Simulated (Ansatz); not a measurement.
**C₃H₈Cl₃NZr: small, medium and large basis sets**

One table from this session's results is given with a row withheld; the runs are named, their logs left out.

Computed with Ansatz 0.2.0, Gaussian basis. Level: one geometry, several basis sets.

The runs, in order: PBE0-D4/def2-SVP; ωB97M-V/def2-SVP; PBE0-D4/def2-QZVPP; ωB97M-V/def2-QZVPP; the functionals' def2-TZVPP values are taken from earlier runs.

1 further run of the same task is left out (it didn't finish).

### The relaxed structure

All runs share one geometry, relaxed beforehand with PBE0-D4 in a triple-zeta def2 set. Zr takes the def2 core potential; no spin-orbit term is included.

SMILES `CC[N](C)[Zr]([Cl])([Cl])[Cl]`, 16 atoms, charge 0, spin multiplicity 1.

Atoms are counted from 1 here; the program's logs count them from 0.

Bond lengths: C1–C2 1.520 Å, C1–H9 1.092 Å, C1–H10 1.092 Å, C1–H11 1.092 Å, C2–N3 1.451 Å, C2–H12 1.099 Å, C2–H13 1.093 Å, N3–C4 1.450 Å, N3–Zr5 1.976 Å, C4–H14 1.095 Å, C4–H15 1.097 Å, C4–H16 1.099 Å, Zr5–Cl6 2.354 Å, Zr5–Cl7 2.342 Å, Zr5–Cl8 2.353 Å. Angles: C2–C1–H9 110.7°, C2–C1–H10 110.0°, C2–C1–H11 111.9°, H9–C1–H10 108.3°, H9–C1–H11 108.3°, H10–C1–H11 107.6°, C1–C2–N3 113.7°, C1–C2–H12 109.9°, C1–C2–H13 109.4°, N3–C2–H12 108.7°, N3–C2–H13 108.2°, H12–C2–H13 106.6°, C2–N3–C4 115.6°, C2–N3–Zr5 132.4°, C4–N3–Zr5 112.0°, N3–C4–H14 112.2°, N3–C4–H15 111.0°, N3–C4–H16 110.8° and more.

The first run:

The input, in.yaml:

```yaml
crystal:
  periodic: [false, false, false]
  atoms:
    - {symbol: C, position_ang: [1.890584, -0.940290, 0.099829]}
    - {symbol: C, position_ang: [0.982184, 0.080243, 0.765366]}
    - {symbol: N, position_ang: [-0.320296, 0.198456, 0.137205]}
    - {symbol: C, position_ang: [-1.201217, -0.941445, 0.300444]}
    - {symbol: Zr, position_ang: [-1.171732, 1.648750, -0.899333]}
    - {symbol: Cl, position_ang: [-3.105663, 2.284011, 0.282187]}
    - {symbol: Cl, position_ang: [0.385871, 3.386555, -1.099399]}
    - {symbol: Cl, position_ang: [-1.781335, 0.731252, -2.978745]}
    - {symbol: H, position_ang: [2.052436, -0.686208, -0.949850]}
    - {symbol: H, position_ang: [2.860606, -0.959303, 0.601268]}
    - {symbol: H, position_ang: [1.475082, -1.948579, 0.147585]}
    - {symbol: H, position_ang: [0.841135, -0.178058, 1.824275]}
    - {symbol: H, position_ang: [1.461883, 1.062285, 0.743730]}
    - {symbol: H, position_ang: [-0.810875, -1.839554, -0.188974]}
    - {symbol: H, position_ang: [-1.374287, -1.155110, 1.362092]}
    - {symbol: H, position_ang: [-2.184367, -0.743016, -0.147660]}
basis:
  gaussian: {orbitals: def2-SVP}
hamiltonian: {xc: pbe0, dispersion: d4}
output: {orbitals: {seedname: orbitals}}
```

Among the steps run: PBE0-D4 in def2-SVP; ωB97M-V in def2-SVP; PBE0-D4 in def2-QZVPP; ωB97M-V in def2-QZVPP.

One table of the session follows, with a row left open; its other results are not shown here.

It belongs to the step «Functionals by basis». 

| functional | basis | HOMO (eV) | LUMO (eV) |
| --- | --- | --- | --- |
| PBE0-D4 | def2-SVP | -7.38 | -1.87 |
| PBE0-D4 | def2-TZVPP | ? | ? |
| PBE0-D4 | def2-QZVPP | -7.39 | -1.93 |
| ωB97M-V | def2-SVP | -9.59 | 0.29 |
| ωB97M-V | def2-TZVPP | -9.61 | 0.18 |
| ωB97M-V | def2-QZVPP | -9.62 | 0.16 |

Estimate the missing values for PBE0-D4, def2-TZVPP.

As computed: HOMO (eV): -7.39; LUMO (eV): -1.92.
